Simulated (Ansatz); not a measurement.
**CH3Ga (triplet): PBE-QIDH, RPA-PBE over a scan of the distance C1–Ga2, cc-pVDZ**

Aim: run CH3Ga (triplet) with these functionals over a scan of the distance C1–Ga2, and hold them against the top wave-function level at the same points.

The runs use Ansatz 0.2.0, Gaussian basis; cc-pVDZ, all electrons in the functionals, frozen cores in the correlation of double hybrids and RPA.

To be run: PBE-QIDH, RPA-PBE, at 1.572 Å; 1.793 Å; 1.956 Å; 2.122 Å; 2.414 Å; 2.655 Å; 3.097 Å; 3.578 Å; 4.361 Å; 5.301 Å; 6.495 Å.

24 further runs of the same task are left out: 4 for a known fault of the program, 1 for a mislabelled method, 15 that didn't finish, 4 set aside as unsound or not needed.

**1. The system**

The geometry derives from a PBE0/def2-TZVP stationary point (not a proven minimum). One bond is set to the value named and the two fragments are kept rigid. No spin-orbit coupling is included. The filled d shell of Ga may be among the frozen orbitals whatever the setting's name suggests; the logs give the count.

5 atoms, charge 0, spin multiplicity 3.

Atoms are counted from 1 here; the program's logs count them from 0.

Bond lengths: C1–Ga2 1.956 Å, C1–H3 1.090 Å, C1–H4 1.087 Å, Ga2–H5 1.596 Å. Angles: Ga2–C1–H3 122.8°, Ga2–C1–H4 123.5°, H3–C1–H4 113.7°, C1–Ga2–H5 119.5°.

No dispersion term is added.

The geometry shown and the zero of energy belong to the point 1.956 Å. The yardstick, UCCSDT(Q), and other wave-function levels (R restricted, U unrestricted, valence and pair active spaces) come from earlier runs.

**2. PBE-QIDH, 1.572 Å**

The input, in.yaml:

```yaml
crystal:
  periodic: [false, false, false]
  atoms:
    - {symbol: C, position_ang: [0.000000, 0.063357, 1.305611]}
    - {symbol: Ga, position_ang: [0.000000, -0.032826, -0.263443]}
    - {symbol: H, position_ang: [0.000000, 1.014006, 1.838416]}
    - {symbol: H, position_ang: [0.000000, -0.804770, 1.959484]}
    - {symbol: H, position_ang: [0.000000, 1.306523, -1.132311]}
basis:
  gaussian: {orbitals: cc-pVDZ}
magnetization: {spin_polarized: true, initial_magnetization: 2}
hamiltonian: {xc: {name: PBE-QIDH}}
correlation: {electrons: outside_noble_gas}
```

Command:

```sh
> ansatz run in.yaml --threads 1 --pin off --events-out ev --progress --plain --max-ram 2393MiB
```

Further steps of the session: PBE-QIDH, 1.793 Å; PBE-QIDH, 1.956 Å; PBE-QIDH, 2.122 Å; PBE-QIDH, 2.414 Å; PBE-QIDH, 2.655 Å; PBE-QIDH, 3.097 Å; PBE-QIDH, 3.578 Å; PBE-QIDH, 4.361 Å; PBE-QIDH, 5.301 Å; PBE-QIDH, 6.495 Å; RPA-PBE, 1.572 Å; RPA-PBE, 1.793 Å; RPA-PBE, 1.956 Å; RPA-PBE, 2.122 Å; RPA-PBE, 2.414 Å; RPA-PBE, 2.655 Å; RPA-PBE, 3.097 Å; RPA-PBE, 3.578 Å; RPA-PBE, 4.361 Å; RPA-PBE, 5.301 Å; RPA-PBE, 6.495 Å.

**Question.** What will the summary of the whole plan be? Wanted: span of the UCCSDT(Q) curve; largest miss, PBE-QIDH; largest miss, RPA-PBE.

As calculated:

| quantity | value |
| --- | --- |
| span of the UCCSDT(Q) curve | 2.456 eV |
| largest miss, PBE-QIDH | +0.321 eV (5.301 Å) |
| largest miss, RPA-PBE | +0.084 eV (1.572 Å) |

What this shows: Of the functionals, RPA-PBE keep the smallest largest miss at the points compared (at most 0.084 eV) and PBE-QIDH strays most (0.321 eV, at 5.301 Å). Functionals and the yardstick converge differently with the basis, so part of each miss in cc-pVDZ is the basis.
